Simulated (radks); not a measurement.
**Excited configurations of Ce⁴²⁺**

An exercise on one series of results from a longer session: the logs are not shown, and one member is left open.

Method: scalar-relativistic Kohn-Sham, PBEsol, spin-unpolarised, spherical densities, finite nucleus. Code: radks (a radial shooting solver on a logarithmic mesh, Libxc functionals) version 1.

**The atom as given**

* element: cerium (Z = 58)
* charge: +42
* electrons: 16
* configuration: [Ne] 3s2 3p4
* nuclear rms radius: 4.8771 fm

Outer shells as boxes (Hund's rule):

Ce⁴²⁺
```
[Ne] core
3s [↑↓]
3p [↑↓][↑ ][↑ ]
```

Set-up of the first run:

The run's settings:

```text
Z 58
configuration [Ne] 3s2 3p4
relativity scalar-relativistic
functional pbe_sol,pbe_sol
spin unpolarised
nucleus finite rms 4.8771 fm
c 137.035999084
```

Among the steps run: Ground configuration: [Ne] 3s2 3p4.

One table of the session follows, with a row left open; its other results are not shown here.

It belongs to the step «Ground configuration: [Ne] 3s2 3p4». Sizes of the orbitals, from the radial functions (bohr):

| level | <r> | outermost maximum (interpolated) | 90 % within | nodes |
| --- | --- | --- | --- | --- |
| 1s | 0.02458 | 0.0157 | 0.0443 | 0 |
| 2s | 0.1040 | 0.0886 | 0.160 | 1 |
| 2p | 0.09110 | 0.0712 | 0.148 | 0 |
| 3s | 0.2537 | 0.240 | 0.368 | 2 |
| 3p | ? | ? | ? | ? |

Estimate the missing values for 3p.

**Answer.** <r>: 0.2467; outermost maximum (interpolated): 0.232; 90 % within: 0.365; nodes: 1. In the column «<r>» it lies between 2s (0.1040) and 3s (0.2537).

To keep in mind: Spin polarisation and multiplet splitting are left out, so open shells lie too high by an amount that depends on their filling.
